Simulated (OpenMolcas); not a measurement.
# Si2NH6F (SMILES F[SiH2]N[SiH3]) at 6 levels

Aim: a comparison of 6 runs (B3LYP/6-31G*, B2PLYP/cc-pVDZ, BLYP/cc-pVDZ, M06-L/cc-pVDZ, r2SCAN/cc-pVDZ, MP2/cc-pVDZ) of Si2NH6F. 

Program for the calculation: OpenMolcas 26.06.

### Step 1. The system as given

Si2NH6F: 10 atoms, total charge 0, spin state singlet. As SMILES, `F[SiH2]N[SiH3]`. The shape is that of a PBE0-D4/def2-TZVP optimisation. This is one conformer, not always the lowest.

Bond lengths: F1–Si2 1.602 Å, Si2–N3 1.706 Å, N3–Si4 1.733 Å, Si2–H5 1.480 Å, Si2–H6 1.478 Å, N3–H7 1.011 Å, Si4–H8 1.487 Å, Si4–H9 1.487 Å, Si4–H10 1.483 Å. Some angles: F1–Si2–N3 112.6°, Si2–N3–Si4 128.2°, F1–Si2–H5 106.0°, F1–Si2–H6 106.5°, N3–Si2–H5 109.3°, N3–Si2–H6 108.9°, Si2–N3–H7 115.6°, Si4–N3–H7 115.9°, N3–Si4–H8 110.9°, N3–Si4–H9 112.0°.

### Step 2. Energy and forces at B3LYP/6-31G(d) (Cartesian functions) (run 1)

The input, run.input:

```
&GATEWAY
 BASLIB=$CurrDir
 COORD
 10
 angstrom
 F       -1.561500       0.994300      -1.776700
 Si      -0.375000       1.301800      -0.745900
 N        0.514800      -0.094800      -0.335900
 Si       0.194800      -1.236100       0.928700
 H        0.517200       2.267200      -1.426700
 H       -1.010100       1.839400       0.475900
 H        1.264300      -0.336200      -0.970000
 H        1.391500      -1.422100       1.791600
 H       -0.186300      -2.569800       0.392000
 H       -0.924400      -0.683300       1.730300
 BASIS=6-31Gs
 GROUP=NoSym

&SEWARD
 GRIDINPUT
 Grid=UltraFine
 End of Grid

&SCF
 KSDFT=B3LYP
 THRESHOLDS=1e-10 1e-07 1e-07 1e-05
 PRORBITALS=1 1

&ALASKA
```

The basis set 6-31G* is read from a file made from the Basis Set Exchange's data (not shown).

Command:

```
$ export MOLCAS_MEM=1860
$ pymolcas run.input > run.log
```

Standard output:

```text
--- Start Module: gateway ---
[...]
--- Stop Module: gateway /rc=_RC_ALL_IS_WELL_ ---
[...]
      Basis functions           80
[...]
--- Start Module: scf ---
[...]
       Convergence after  13 Iterations
[...]
::    Total KS-DFT energy                            -737.2888730291
[...]
      Total spin, S                                     0.0000000000
[...]
      Total electronic charge=   50.000000
      Total            charge=   -0.000000
[...]
      Dipole Moment (debye):
      Origin of the operator (angstrom)=   -0.2783    0.1946   -0.3298
                   X=  1.6588E+00               Y= -3.6711E-01               Z=  3.2101E-01           Total=  1.7290E+00
      Quadrupole Moment (debye*angstrom):
[...]
 *              Molecular gradients               *
 **************************************************
  Irreducible representation: a
 ------------------------------------------------------------------------------------------
                              X                       Y                       Z
 ------------------------------------------------------------------------------------------
  F1                8.46644443907252E-03    1.83506718306381E-03    7.66774794859515E-03
  SI2              -2.26415456010542E-05   -8.39704608955039E-03   -2.52599949073207E-03
  N3               -3.37590535018872E-03   -1.53363422850106E-05   -1.08377412314731E-04
  SI4               1.23196361644540E-03    4.67996514209545E-03   -5.15826354473248E-03
  H5               -1.59773962748178E-03   -6.13412001415181E-04   -3.01929169353343E-04
  H6               -1.01632195440571E-03   -2.95180599212408E-04   -1.23705028077836E-03
  H7               -3.74797366119495E-03    9.78804912898923E-04    3.19703737072308E-03
  H8               -2.25120195811890E-04    5.26612016810257E-04   -7.30970541340970E-04
[...]
```

It took 43 s on 1 thread of AMD EPYC 7R43 (Zen 3), shared host; peak memory 0.45 GiB.

### Step 3. The energy at B2PLYP/cc-pVDZ (run 2)

The input, test.inp:

```
&GATEWAY
BasLib = $CurrDir
Coord
10
angstrom
F       -1.561500       0.994300      -1.776700
Si      -0.375000       1.301800      -0.745900
N        0.514800      -0.094800      -0.335900
Si       0.194800      -1.236100       0.928700
H        0.517200       2.267200      -1.426700
H       -1.010100       1.839400       0.475900
H        1.264300      -0.336200      -0.970000
H        1.391500      -1.422100       1.791600
H       -0.186300      -2.569800       0.392000
H       -0.924400      -0.683300       1.730300
Basis = cc-pVDZ
Group = NoSym
&SEWARD
GridInput
Grid=UltraFine
End of Grid
&SCF
KSDFT = B2PLYP_SCF
Thresholds = 1e-10 1e-07 1e-07 1e-05
PrOrbitals = 1
&MBPT2
Frozen = 12
```

The basis set cc-pVDZ is read from a file made from the Basis Set Exchange's data (not shown).

Command:

```
$ export MOLCAS_MEM=1860
$ pymolcas test.inp > test.log
```

Standard output:

```text
--- Start Module: gateway ---
[...]
--- Stop Module: gateway /rc=_RC_ALL_IS_WELL_ ---
[...]
      Basis functions           94
[...]
--- Start Module: scf ---
[...]
       Convergence after  13 Iterations
[...]
::    Total KS-DFT energy                            -736.7032800168
[...]
      Total spin, S                                     0.0000000000
[...]
      Total electronic charge=   50.000000
      Total            charge=   -0.000000
[...]
      Dipole Moment (debye):
      Origin of the operator (angstrom)=   -0.2783    0.1946   -0.3298
                   X=  1.7789E+00               Y= -2.7693E-01               Z=  4.5848E-01           Total=  1.8578E+00
      Quadrupole Moment (debye*angstrom):
[...]
--- Stop Module: scf /rc=_RC_ALL_IS_WELL_ ---
[...]
--- Start Module: mbpt2 ---
[...]
 ###    WARNING: MP2 implementation intended for RHF references only         ###
 ###############################################################################
MBPT2 WARNING: Reference function according to RunFile:KS-DFT
I'll assume you know what you're doing and continue
WARNING!
Default frozen orbitals as non valence orbitals is overwritten by user input.
Default values:   6
[...]
       Reference weight ( Cref**2 )         =        0.79050
::    Total MBPT2 energy                             -737.3810415924
[...]
      Total MBPT2 calculations                           0.46      0.52
--- Stop Module: mbpt2 /rc=_RC_ALL_IS_WELL_ ---
[...]
```

Run time: 39 s. Hardware: 1 thread of AMD EPYC 7R43 (Zen 3), shared host; peak memory 0.51 GiB.

### Step 4. Energy and gradient at BLYP/cc-pVDZ (run 3)

The input, mol.input:

```
* FH6NSi2 Kohn-Sham DFT

&GATEWAY
 BasLib=$CurrDir
 Coord
 10
 bohr
 F     -2.95080734     1.87895469    -3.35747641
 Si    -0.70864730     2.46004547    -1.40954672
 N      0.97283101    -0.17914604    -0.63475901
 Si     0.36811865    -2.33589046     1.75498865
 H      0.97736635     4.28438707    -2.69607226
 H     -1.90881236     3.47596223     0.89932066
 H      2.38918074    -0.63532592    -1.83303434
 H      2.62955390    -2.68737952     3.38563332
 H     -0.35205598    -4.85621820     0.74077264
 H     -1.74686283    -1.29124986     3.26979311
 Basis=cc-pVDZ
 Group=NoSym

&SEWARD
 GridInput
 Grid=UltraFine
 End of Grid

&SCF
 KSDFT=BLYP
 Thresholds=1e-10 1e-07 1e-07 1e-05
 PrOrbitals=0

&ALASKA
```

The basis set cc-pVDZ is read from a file made from the Basis Set Exchange's data (not shown).

Command:

```
$ export MOLCAS_MEM=1860
$ pymolcas mol.input > mol.log
```

Standard output:

```text
--- Start Module: gateway ---
[...]
--- Stop Module: gateway /rc=_RC_ALL_IS_WELL_ ---
[...]
      Basis functions           94
[...]
--- Start Module: scf ---
[...]
       Convergence after  16 Iterations
[...]
::    Total KS-DFT energy                            -737.2152291191
[...]
      Total spin, S                                     0.0000000000
[...]
      Total electronic charge=   50.000000
      Total            charge=   -0.000000
[...]
      Dipole Moment (debye):
      Origin of the operator (angstrom)=   -0.2783    0.1946   -0.3298
                   X=  1.6014E+00               Y= -3.5381E-01               Z=  2.8981E-01           Total=  1.6654E+00
      Quadrupole Moment (debye*angstrom):
[...]
 *              Molecular gradients               *
 **************************************************
  Irreducible representation: a
 ------------------------------------------------------------------------------------------
                              X                       Y                       Z
 ------------------------------------------------------------------------------------------
  F1                3.41772724674190E-02    8.88768291782482E-03    2.99115908001664E-02
  SI2              -1.88900312468334E-02   -2.31101633773463E-02   -1.96635716263982E-02
  N3               -6.19603774055921E-03    8.68321664241556E-04    1.02278603812134E-03
  SI4               2.31160599823055E-03    1.15548149702267E-02   -1.15978288281635E-02
  H5               -4.73253048186706E-03   -4.46638154113499E-03    3.04589609522132E-03
  H6                2.49542919099000E-03   -2.50794953964206E-03   -5.80224493414683E-03
  H7               -1.02753415322852E-02    3.24815070667217E-03    8.85393812052548E-03
  H8               -5.49339536871285E-03    1.07226783870862E-03   -4.32269848243649E-03
[...]
```

Run time: 62 s. Hardware: 1 thread of AMD EPYC 7R43 (Zen 3), shared host; peak memory 0.52 GiB.

Runs 4 to 5 aren't shown in full; the table further down has their settings and results.

### Step 5. The energy at MP2/cc-pVDZ (run 6)

The input, mol.input:

```
>>> EXPORT MOLCAS_PRINT=2

&GATEWAY
  BasLib
  $CurrDir
  Coord
  10
  angstrom
  F       -1.561500       0.994300      -1.776700
  Si      -0.375000       1.301800      -0.745900
  N        0.514800      -0.094800      -0.335900
  Si       0.194800      -1.236100       0.928700
  H        0.517200       2.267200      -1.426700
  H       -1.010100       1.839400       0.475900
  H        1.264300      -0.336200      -0.970000
  H        1.391500      -1.422100       1.791600
  H       -0.186300      -2.569800       0.392000
  H       -0.924400      -0.683300       1.730300
  Basis
  cc-pVDZ
  Group
  NoSym

&SEWARD

&SCF
  Thresholds
  1e-10 1e-07 1e-07 1e-05
  PrOrbitals
  1

&MBPT2
  Frozen
  12
```

The basis set cc-pVDZ is read from a file made from the Basis Set Exchange's data (not shown).

Command:

```
$ export MOLCAS_MEM=1860
$ pymolcas mol.input > mol.log
```

Standard output:

```text
--- Start Module: gateway ---
[...]
--- Stop Module: gateway /rc=_RC_ALL_IS_WELL_ ---
[...]
      Basis functions           94
[...]
--- Start Module: scf ---
[...]
       Convergence after  16 Iterations
[...]
::    Total SCF energy                               -735.3494485512
[...]
      Total spin, S                                     0.0000000000
[...]
      Total electronic charge=   50.000000
      Total            charge=   -0.000000
[...]
      Dipole Moment (debye):
      Origin of the operator (angstrom)=   -0.2783    0.1946   -0.3298
                   X=  1.8840E+00               Y= -2.3102E-01               Z=  5.3600E-01           Total=  1.9723E+00
      Quadrupole Moment (debye*angstrom):
[...]
--- Stop Module: scf /rc=_RC_ALL_IS_WELL_ ---
[...]
--- Start Module: mbpt2 ---
[...]
WARNING!
Default frozen orbitals as non valence orbitals is overwritten by user input.
Default values:   6
[...]
       Reference weight ( Cref**2 )         =        0.85354
::    Total MBPT2 energy                             -735.9072371021
[...]
      Total MBPT2 calculations                           0.49      0.55
--- Stop Module: mbpt2 /rc=_RC_ALL_IS_WELL_ ---
[...]
```

Wall time 16 s (1 thread of AMD EPYC 7R43 (Zen 3), shared host); peak memory 0.51 GiB.

### Step 6. All runs side by side

```tsv
run	level	Cartesian functions	task	energy (Eh)	dipole moment (D) of the reference	HOMO energy (eV)	LUMO energy (eV)	wall time
1	B3LYP/6-31G* (Cartesian functions)	yes	gradient	-737.288873	1.73	-7.62	0.33	43 s
2	B2PLYP/cc-pVDZ	no	energy	-736.886276	1.86	-9.17	1.76	39 s
3	BLYP/cc-pVDZ	no	gradient	-737.215229	1.67	-6.34	-0.18	62 s
4	M06-L/cc-pVDZ	no	gradient	-737.259149	1.78	-6.80	0.37	68 s
5	r2SCAN/cc-pVDZ	no	gradient	-737.144268	1.74	-6.86	0.07	61 s
6	MP2/cc-pVDZ	no	energy	-735.907237	1.97	-11.36	3.81	16 s
```

### Step 7. Outcome

```
                                           quantity          value
                                run 6: total energy  -735.90724 Eh
          run 6: dipole moment (mean-field density)         1.97 D
         run 6: HOMO energy (Hartree–Fock orbitals)      -11.36 eV
         run 6: LUMO energy (Hartree–Fock orbitals)        3.81 eV
       run 6: HOMO–LUMO gap (Hartree–Fock orbitals)       15.16 eV
run 6: correlation energy (12 core orbitals frozen)     -557.8 mEh
```

**Reading.** Over runs 1, 2, 3, 4, 5 the dipole moment (its size) runs from 1.67 D (BLYP/cc-pVDZ) to 1.86 D (B2PLYP/cc-pVDZ). A double hybrid's value is that of its SCF part. Over runs 1, 2, 3, 4, 5 the HOMO–LUMO gap runs from 6.16 eV (BLYP/cc-pVDZ) to 10.93 eV (B2PLYP/cc-pVDZ). For B2PLYP the log adds the whole second-order term; the table takes 0.27 of it, as the functional is defined. Totals of different functionals can't be ranked against each other. All runs together took 4.8 min, the longest 68 s.
